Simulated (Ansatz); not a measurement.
# GeOS: the cell at several levels of theory

The task here is to estimate one member of a computed series from the others.

The runs shown are made with Ansatz 0.2.0. PAW datasets, plane waves, zero pressure. No spin polarisation. The prototype was imposed, so other structures may be more stable.

## The cell

In-plane lattice: a = 2.986 Å, b = 2.986 Å, γ = 120.0°; thickness between the outer nuclei 2.43 Å. Around Ge lie 3 O at 2.11 Å and 3 S at 2.11 Å; around O lie 3 Ge at 2.11 Å; around S lie 3 Ge at 2.11 Å.

Structure file:

```xyz
3
Lattice="2.9856 0.0000 0.0000 -1.4928 2.5856 0.0000 0.0000 0.0000 18.0000" Properties=species:S:1:pos:R:3 pbc="T T F"
Ge    0.0000    0.0000    9.0000
O     0.0000    1.7237   10.2132
S     1.4928    0.8619    7.7868
```
The sheet repeats along a and b alone.

Set-up of the first run:

The input, input.yaml:

```yaml
crystal:
  lattice:
    - [2.985621, 0.0, 0.0]
    - [-1.4928105, 2.5856236321, 0.0]
    - [0.0, 0.0, 18.0]
  atoms:
    - { symbol: Ge, position: [0.0, 0.0, 0.5] }
    - { symbol: O, position: [0.3333333333, 0.6666666667, 0.5673984083] }
    - { symbol: S, position: [0.6666666667, 0.3333333333, 0.4326015917] }
  periodic: [true, true, false]
kpoints:
  mp_grid: { grid: [12, 12, 1] }
hamiltonian:
  xc: pbe
scf:
  occupations: { method: fermi_dirac, width: 0.02 }
relax:
  f_tol: 0.005
  cell: {}
```

Command:

```console
$ ansatz run input.yaml --threads 4 --pin off --max-ram 5529MiB --backend cpu --events-out ev --progress --plain --runs-dir out
```

Among the steps run: Relaxing with PBE; Relaxation with r2SCAN; Relaxation with PBEsol; Relaxation with LDA; Relaxation with HSE06.

One table of the session follows, with a row left open; its other results are not shown here.

| level | a (Å) | area (Å²/atom) |
| --- | --- | --- |
| PBE | ? | ? |
| r2SCAN | 3.158 | 2.879 |
| PBEsol | 3.150 | 2.864 |
| LDA | 3.124 | 2.818 |
| HSE06 | 3.148 | 2.861 |

Estimate the missing values for PBE.

As computed: a (Å): 3.191; area (Å²/atom): 2.940. In the column «a (Å)» it is the highest.

The first relaxation changed the area by +14.2 % from the start. The area runs from LDA (least) to PBE (most), a spread of 4.3 %, or 2.1 % in length if all axes shared it alike. The meshes differ: PBE 12×12×1, r2SCAN 12×12×1, PBEsol 12×12×1, LDA 12×12×1, HSE06 6×6×1.

Caveats from the session: Warnings in the runs' records: xc potential rough in thin density, slab cell height set.
